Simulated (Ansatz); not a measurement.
# C2H9FN2Si: the cost of one run

Method: RHF/def2-SVP, in Ansatz 0.2.0.

## Step 1: The starting structure

Bond lengths: C1–C2 1.526 Å, C2–N3 1.403 Å, C2–F4 1.324 Å, C2–N5 1.422 Å, N5–Si6 1.699 Å, C1–H7 1.046 Å, C1–H8 1.114 Å, C1–H9 1.138 Å, N3–H10 1.002 Å, N3–H11 1.017 Å, N5–H12 1.055 Å, Si6–H13 1.480 Å, Si6–H14 1.473 Å, Si6–H15 1.488 Å. Angles (14 of 24 angles, heavy atoms first): C1–C2–N3 108.7°, C1–C2–F4 112.4°, C1–C2–N5 119.2°, N3–C2–F4 102.9°, N3–C2–N5 102.6°, F4–C2–N5 109.3°, C2–N5–Si6 126.2°, C2–C1–H7 112.8°, C2–C1–H8 106.5°, C2–C1–H9 112.5°, C2–N3–H10 106.8°, C2–N3–H11 107.8°, C2–N5–H12 105.9°, Si6–N5–H12 108.9°.

As a file:

```xyz
15

C    -0.2731   -1.1934    1.0989
C     0.3860   -0.5676   -0.1265
N     1.7708   -0.7770   -0.0478
F     0.0571   -1.1880   -1.2488
N     0.2959    0.8382   -0.3218
Si   -1.1118    1.7111   -0.7001
H    -0.0936   -2.2207    1.1762
H    -1.3696   -1.0309    0.9872
H    -0.0038   -0.6504    2.0624
H     2.1792   -0.3164   -0.8378
H     1.9433   -1.7701   -0.1812
H     0.7532    1.2776    0.5211
H    -0.7988    3.1519   -0.8237
H    -1.6925    1.1927   -1.9510
H    -2.0642    1.4923    0.4223
```

## Step 2: Relaxing end A

File input.yaml:

```yaml
crystal:
  periodic: [false, false, false]
  atoms:
    - { symbol: C, position_ang: [-0.2731, -1.1934, 1.0989] }
    - { symbol: C, position_ang: [0.386, -0.5676, -0.1265] }
    - { symbol: "N", position_ang: [1.7708, -0.777, -0.0478] }
    - { symbol: F, position_ang: [0.0571, -1.188, -1.2488] }
    - { symbol: "N", position_ang: [0.2959, 0.8382, -0.3218] }
    - { symbol: Si, position_ang: [-1.1118, 1.7111, -0.7001] }
    - { symbol: H, position_ang: [-0.0936, -2.2207, 1.1762] }
    - { symbol: H, position_ang: [-1.3696, -1.0309, 0.9872] }
    - { symbol: H, position_ang: [-0.0038, -0.6504, 2.0624] }
    - { symbol: H, position_ang: [2.1792, -0.3164, -0.8378] }
    - { symbol: H, position_ang: [1.9433, -1.7701, -0.1812] }
    - { symbol: H, position_ang: [0.7532, 1.2776, 0.5211] }
    - { symbol: H, position_ang: [-0.7988, 3.1519, -0.8237] }
    - { symbol: H, position_ang: [-1.6925, 1.1927, -1.951] }
    - { symbol: H, position_ang: [-2.0642, 1.4923, 0.4223] }
basis:
  gaussian: { orbitals: def2-SVP }
hamiltonian:
  xc: hf
relax:
  f_tol: 0.015
  max_steps: 40
```

The run is started by

```
$ ansatz run input.yaml --threads 2 --pin off --max-ram 3072MiB --backend cpu --events-out ev --progress --plain --runs-dir out
```

**Question.** How long does this run take on 2 threads of Arm Neoverse V2, shared host, and how much memory does it need?

About 39 s, with a peak of 0.35 GiB.
